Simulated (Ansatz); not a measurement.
HPbNO4:

```
H Pb N O
1.0
     6.43453    0.00000    0.00872
     0.00000    4.11089    0.00000
    -3.14884    0.00000    7.72026
H Pb N O
2 2 2 8
Cartesian
  0.2769 0.3972 3.9549
  3.0088 2.4526 3.7740
  5.4168 2.4873 2.2678
  -2.1311 0.4318 5.4611
  1.3145 1.5041 6.1266
  1.9712 3.5595 1.6024
  -0.6130 0.3781 3.5271
  0.1283 1.8988 6.2234
  2.2065 1.9134 6.9088
  1.6376 0.6685 5.2028
  3.8987 2.4336 4.2019
  3.1574 3.9543 1.5056
  1.0791 3.9688 0.8202
  1.6481 2.7240 2.5262
```

The cell was built by a generator and needn't be a form met in nature.

* Program: Ansatz 0.2.0
* Task: relaxation of cell and atoms
* Functional: r2SCAN
* Potentials or basis: Ansatz PAW
* Cutoff: 500 eV (not typed: the program's choice for these potentials)
* k mesh: 4 × 5 × 3
* Occupations: fermi-dirac, width 0.05 eV
* Spin: no spin polarisation

At the start: volume 14.59 Å³/atom.

**Question.** How do energy, volume and symmetry change on relaxing?

**Answer.** It ends after 11 steps and the volume is 13.41 Å³/atom (-8.1 %); space group P2_1 (No. 4, to 0.05 Å).

The path:
| step | energy change (eV) | largest force (eV/Å) | volume (Å³) |
| --- | --- | --- | --- |
| 1 | 0.0000 | 0.6624 | 204.33 |
| 2 | -0.0847 | 0.3916 | 183.92 |
| 3 | -0.1195 | 0.7686 | 189.73 |
| 4 | -0.1339 | 0.3932 | 192.01 |
| 5 | -0.1480 | 0.1089 | 189.02 |
| 6 | -0.1496 | 0.0719 | 188.34 |
| 7 | -0.1509 | 0.0859 | 187.78 |
| 8 | -0.1511 | 0.0395 | 187.84 |
| 9 | -0.1513 | 0.0187 | 187.75 |
| 10 | -0.1513 | 0.0084 | 187.69 |
| 11 | -0.1427 | 0.0080 | 187.69 |

Final structure:
```
CELL_PARAMETERS angstrom
6.30935 0.00000 0.04624
0.00000 3.90735 0.00000
-3.04239 0.00000 7.59087
ATOMIC_POSITIONS crystal
H 0.29881 0.07225 0.51223
H 0.70119 0.57225 0.48777
Pb 0.98026 0.57564 0.28734
Pb 0.01974 0.07564 0.71266
N 0.58826 0.38556 0.78443
N 0.41174 0.88556 0.21557
O 0.13276 0.06782 0.46050
O 0.40509 0.48828 0.79198
O 0.77439 0.50176 0.88381
O 0.58637 0.15818 0.67232
O 0.86724 0.56782 0.53950
O 0.59491 0.98828 0.20802
O 0.22561 0.00176 0.11619
O 0.41363 0.65818 0.32768
```

Caveat: the plane-wave basis is chosen anew once the cell has moved, so the energies of steps on either side of that aren't comparable; the PAW data sets come from PBE, with cores solved anew for the run's functional, which leaves a small shift of forces and pressure.
